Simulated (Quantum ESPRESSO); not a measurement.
A run of Quantum ESPRESSO 7.5 is set up as follows.

File pw.in:

```
&CONTROL
  calculation = 'scf'
  prefix = 'pwscf'
  outdir = './tmp'
  pseudo_dir = './pseudo'
  tprnfor = .true.
  disk_io = 'low'
/
&SYSTEM
  ibrav = 0
  celldm(1) = 8
  nat = 1
  ntyp = 1
  ecutwfc = 70
  nbnd = 15
  input_dft = 'XC-000I-000I-120L-135L-000I-000I'
  occupations = 'smearing'
  smearing = 'fd'
  degauss = 0.00367493
/
&ELECTRONS
  conv_thr = 1d-09
  electron_maxstep = 150
  mixing_beta = 0.3
  mixing_mode = 'local-TF'
/
ATOMIC_SPECIES
Pt   195.0840 Pt_ONCV_PBE-1.2.upf
CELL_PARAMETERS alat
  0.5959912738151  -0.0000000000000   0.0000000000000
 -0.0000000000000   0.5959912738151   0.0000000000000
  0.0000000000000   0.0000000000000   5.6219352207617
ATOMIC_POSITIONS crystal
Pt     0.0000000000    0.0000000000    0.2941200000
K_POINTS automatic
10 10 1 0 0 0
```

The input pp_density.in:

```
&INPUTPP
  prefix = 'pwscf'
  outdir = './tmp'
  filplot = 'density.dat'
  plot_num = 0
/
&PLOT
  nfile = 1
  filepp(1) = 'density.dat'
  iflag = 3
  output_format = 6
  fileout = 'density.cube'
/
```

pp_potential.in

```
&INPUTPP
  prefix = 'pwscf'
  outdir = './tmp'
  filplot = 'potential.dat'
  plot_num = 11
/
&PLOT
  nfile = 1
  filepp(1) = 'potential.dat'
  iflag = 3
  output_format = 6
  fileout = 'potential.cube'
/
```

pp_elf.in

```
&INPUTPP
  prefix = 'pwscf'
  outdir = './tmp'
  filplot = 'elf.dat'
  plot_num = 8
/
&PLOT
  nfile = 1
  filepp(1) = 'elf.dat'
  iflag = 3
  output_format = 6
  fileout = 'elf.cube'
/
```

Potentials or basis: SG15 PBE 1.2.

Run with:

```console
$ OMP_NUM_THREADS=1 mpirun -n 2 pw.x -nk 2 -in pw.in > pw.out
$ OMP_NUM_THREADS=1 mpirun -n 1 pp.x -in pp_density.in > pp_density.out
$ OMP_NUM_THREADS=1 mpirun -n 1 pp.x -in pp_potential.in > pp_potential.out
$ OMP_NUM_THREADS=1 mpirun -n 1 pp.x -in pp_elf.in > pp_elf.out
```

(1) What does it give for the work function of the upper face?

(2) What does it give for the work function of the lower face?

(3) Estimate the band gap on the k mesh.

Results:

(1) 6.27 eV.

(2) 6.27 eV.

(3) none (metal or under the smearing width).
